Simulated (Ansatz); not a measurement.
# Tl: the cost of one run

Program: Ansatz 0.2.0. Level of theory: DFT PBE, scalar-relativistic, plane waves, PAW. These are calculated values, not measurements.

3 further runs of the same task are left out: 3 set aside as unsound or not needed.

## Step 1: The starting structure

The structure is hexagonal, space group P6_3/mmc (No. 194). The conventional cell has a = 3.612 Å, b = 3.612 Å, c = 5.565 Å, α = 90.00°, β = 90.00°, γ = 120.00°. Tl (site symmetry -6m2) is surrounded by 12 Tl at 3.48 to 3.61 Å.

As a file:

```cif
data_structure
_symmetry_space_group_name_H-M 'P 1'
_symmetry_Int_Tables_number 1
_cell_length_a 3.6124
_cell_length_b 3.6124
_cell_length_c 5.5653
_cell_angle_alpha 90.000
_cell_angle_beta 90.000
_cell_angle_gamma 120.000
_cell_volume 62.89
loop_
_atom_site_label
_atom_site_type_symbol
_atom_site_fract_x
_atom_site_fract_y
_atom_site_fract_z
_atom_site_occupancy
Tl1 Tl 0.33333 0.66667 0.75000 1
Tl2 Tl 0.66667 0.33333 0.25000 1
```

This cell was relaxed beforehand with the same method: volume 31.45 Å³/atom, gap on the mesh none (metal).

## Step 2: Bulk reference on the slab's mesh

Input file input.yaml:

```yaml
crystal:
  lattice:
    - [3.612429659, 0.0, 0.0]
    - [-1.8062148295, 3.1284558541, 0.0]
    - [0.0, 0.0, 5.5652678597]
  atoms:
    - { symbol: Tl, position: [0.3333333333, 0.6666666667, 0.75] }
    - { symbol: Tl, position: [0.6666666667, 0.3333333333, 0.25] }
basis:
  ecutwfc: 420
kpoints:
  mp_grid: { grid: [12, 12, 6] }
hamiltonian:
  xc: pbe
scf:
  occupations: { method: gaussian, width: 0.1 }
output:
  forces: true
  stress: true
  eigenvalues: true
```

Launch:

```sh
ansatz run input.yaml --threads 2 --pin off --max-ram 5632MiB --backend cpu --events-out ev --progress --plain --runs-dir out
```

Q: Estimate wall time and peak memory on 2 threads of Arm Neoverse V1, shared host.

About 1.9 s, with a peak of 0.35 GiB.
